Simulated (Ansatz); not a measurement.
**BaTiO3, 5 atoms: phonons on a GPU**

The task is the vibrational frequencies of BaTiO3 in a cell of 5 atoms. How long does it take, and what comes out?

Computed with Ansatz 0.2 early development (run time, phonons, PBE, PAW, unless a step's input says otherwise).

## 1. Starting point

Symmetry: Pm-3m, No. 221, cubic system. Conventional cell: a = 3.996 Å, b = 3.996 Å, c = 3.996 Å, α = 90.00°, β = 90.00°, γ = 90.00°. Around Ba (site symmetry m-3m) lie 12 O at 2.83 Å. Ti (site symmetry m-3m) is surrounded by 6 O at 2.00 Å. O (site symmetry 4/mmm) has 2 Ti at 2.00 Å and 4 Ba at 2.83 Å as nearest neighbours.

As a file:

```
Ba Ti O
1.0
     3.99600    0.00000    0.00000
     0.00000    3.99600    0.00000
     0.00000    0.00000    3.99600
Ba Ti O
1 1 3
Direct
  0.00000 0.00000 0.00000
  0.50000 0.50000 0.50000
  0.50000 0.50000 0.00000
  0.50000 0.00000 0.50000
  0.00000 0.50000 0.50000
```

## 2. Running it

Input file input.yaml:

```yaml
crystal:
  lattice:
    - [3.996000000, 0.000000000, 0.000000000]
    - [0.000000000, 3.996000000, 0.000000000]
    - [0.000000000, 0.000000000, 3.996000000]
  atoms:
    - { symbol: Ba, position: [0.000000000, 0.000000000, 0.000000000] }
    - { symbol: Ti, position: [0.500000000, 0.500000000, 0.500000000] }
    - { symbol: O, position: [0.500000000, 0.500000000, 0.000000000] }
    - { symbol: O, position: [0.500000000, 0.000000000, 0.500000000] }
    - { symbol: O, position: [0.000000000, 0.500000000, 0.500000000] }
kpoints:
  mp_grid:
    grid: [6, 6, 6]
hamiltonian:
  xc: pbe
  pseudopotentials: { kind: paw }
scf:
  occupations:
    method: fixed
phonons:
  method: dfpt
  dielectric: true
```

Started as:

```
$ ansatz run input --backend cuda --devices 1 --threads 11 --events-out ev
```

Before running it: what results should come out? Wanted: electrons solved for; SCF passes in all; highest frequency at Γ; imaginary modes; ε∞, diagonal; largest Born-charge component.

**Answer**, as computed:

| quantity | value |
| --- | --- |
| time per pass of the first SCF | 0.55 s |
| electrons solved for (cell of the last SCF) | 40 |
| SCF passes in all | 16 |
| highest frequency at Γ | 463 cm⁻¹ |
| imaginary modes (beyond 5i cm⁻¹) | 3, the largest 217i cm⁻¹ |
| ε∞, diagonal | 6.68, 6.68, 6.68 (the program's uncertainty 0.02) |
| largest Born-charge component | 7.37 e |
| wall time | 61 s (1 × NVIDIA GB300 with 11 threads of Arm Neoverse V2 (Grace), shared host) |

Of the time up to the last event, 89 % went to the work after the first SCF. 3 of the listed modes are imaginary, so the typed geometry is no minimum at these settings; it was not relaxed in this run. The mean of ε∞ is 6.7, a refractive index near 2.58 well below the gap.
